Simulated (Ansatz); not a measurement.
# C2H6B2O: up Jacob's ladder to CCSD(T)

One table from this session's results is given with a row withheld; the runs are named, their logs left out.

Computed with Ansatz 0.2.0, Gaussian basis. Level: functionals in def2-TZVPP, the program's frozen cores in correlated methods.

Levels to be run: LDA (SPW92), PBE-D4, revPBE-D4, BLYP-D4, r2SCAN-D4, B97M-V, PBE0-D4, B3LYP-D4, r2SCANh-D4, r2SCAN0-D4, HSE06-D4, BHLYP-D4, CAM-B3LYP-D4, LC-ωPBE, ωB97X-V, ωB97M-V, B2PLYP, PBE-QIDH; CCSD(T)/def2-SVP; CCSD(T)/def2-TZVPP; MP2/def2-QZVPP; extrapolation to the limit; RPA on PBE.

### The relaxed structure

The geometry comes from an earlier relaxation with PBE0-D4 in a triple-zeta def2 set; it is a stationary point, not always the lowest conformer.

SMILES `BBC(C)=O`, 11 atoms, charge 0, spin multiplicity 1.

Atoms are counted from 1 here; the program's logs count them from 0.

Bond lengths: B1–B2 1.634 Å, B1–H6 1.197 Å, B1–H7 1.201 Å, B2–C3 1.569 Å, B2–H8 1.201 Å, C3–C4 1.492 Å, C3–O5 1.218 Å, C4–H9 1.091 Å, C4–H10 1.094 Å, C4–H11 1.094 Å. Angles: B2–B1–H6 123.1°, B2–B1–H7 120.1°, H6–B1–H7 116.8°, B1–B2–C3 123.8°, B1–B2–H8 121.6°, C3–B2–H8 114.4°, B2–C3–C4 128.7°, B2–C3–O5 107.8°, C4–C3–O5 123.5°, C3–C4–H9 110.7°, C3–C4–H10 109.6°, C3–C4–H11 109.4°, H9–C4–H10 110.2°, H9–C4–H11 110.1°, H10–C4–H11 106.8°.

Set-up of the first run:

File in.yaml:

```yaml
crystal:
  periodic: [false, false, false]
  atoms:
    - {symbol: B, position_ang: [-0.321173, 2.084015, -0.273488]}
    - {symbol: B, position_ang: [0.559877, 0.849172, 0.333195]}
    - {symbol: C, position_ang: [-0.015011, -0.587447, 0.591432]}
    - {symbol: C, position_ang: [-0.020975, -1.767368, -0.321049]}
    - {symbol: O, position_ang: [-0.480582, -0.605576, 1.716702]}
    - {symbol: H, position_ang: [-1.110149, 2.705610, 0.377505]}
    - {symbol: H, position_ang: [-0.193005, 2.408882, -1.422359]}
    - {symbol: H, position_ang: [1.689386, 1.006713, 0.708778]}
    - {symbol: H, position_ang: [-0.473240, -2.630612, 0.168652]}
    - {symbol: H, position_ang: [1.003677, -2.000663, -0.626011]}
    - {symbol: H, position_ang: [-0.573306, -1.519826, -1.232857]}
basis:
  gaussian: {orbitals: def2-TZVPP}
hamiltonian: {xc: lda}
output: {orbitals: {seedname: orbitals}}
```

Started as:

```
$ ansatz run in.yaml --threads 2 --pin off --events-out ev --progress --plain --max-ram 4352MiB
```

Steps of the session up to this table: LDA; PBE-D4 (GGA); revPBE-D4 (GGA); BLYP-D4 (GGA); r2SCAN-D4 (meta-GGA); B97M-V (meta-GGA); PBE0-D4 (hybrid); B3LYP-D4 (hybrid); r2SCANh-D4 (hybrid); r2SCAN0-D4 (hybrid); HSE06-D4 (hybrid); BHLYP-D4 (hybrid); CAM-B3LYP-D4 (range-separated); LC-ωPBE (range-separated); ωB97X-V (range-separated); ωB97M-V (range-separated); B2PLYP (double hybrid); PBE-QIDH (double hybrid).

One table of the session follows, with a row left open; its other results are not shown here.

It belongs to the step «Orbital energies across the functionals». 

| functional | HOMO (eV) | LUMO (eV) | gap (eV) |
| --- | --- | --- | --- |
| LDA (SPW92) | -6.06 | -3.13 | 2.92 |
| PBE-D4 | -5.88 | -2.86 | 3.01 |
| revPBE-D4 | -5.80 | -2.75 | 3.05 |
| BLYP-D4 | -5.77 | -2.72 | 3.05 |
| r2SCAN-D4 | -6.06 | -2.54 | 3.52 |
| B97M-V | -6.20 | -2.64 | 3.56 |
| PBE0-D4 | -7.19 | -1.94 | 5.25 |
| B3LYP-D4 | ? | ? | ? |
| r2SCANh-D4 | -6.57 | -2.22 | 4.34 |
| r2SCAN0-D4 | -7.35 | -1.75 | 5.61 |
| HSE06-D4 | -6.79 | -2.32 | 4.47 |
| BHLYP-D4 | -8.56 | -0.95 | 7.61 |
| CAM-B3LYP-D4 | -8.60 | -0.87 | 7.73 |
| LC-ωPBE | -9.87 | 0.34 | 10.21 |
| ωB97X-V | -9.55 | 0.23 | 9.78 |
| ωB97M-V | -9.50 | -0.04 | 9.47 |

Estimate the missing values for B3LYP-D4.

Worked estimate for «HOMO (eV)». Against the share of exact exchange, BLYP-D4 (0, -5.77), BHLYP-D4 (0.5, -8.56) give a slope of -5.58 per unit share; at 0.2 the line stands at -6.89.

The run gave: HOMO (eV): -6.99; LUMO (eV): -2.16; gap (eV): 4.83. In «HOMO (eV)» the line misses by +0.10.
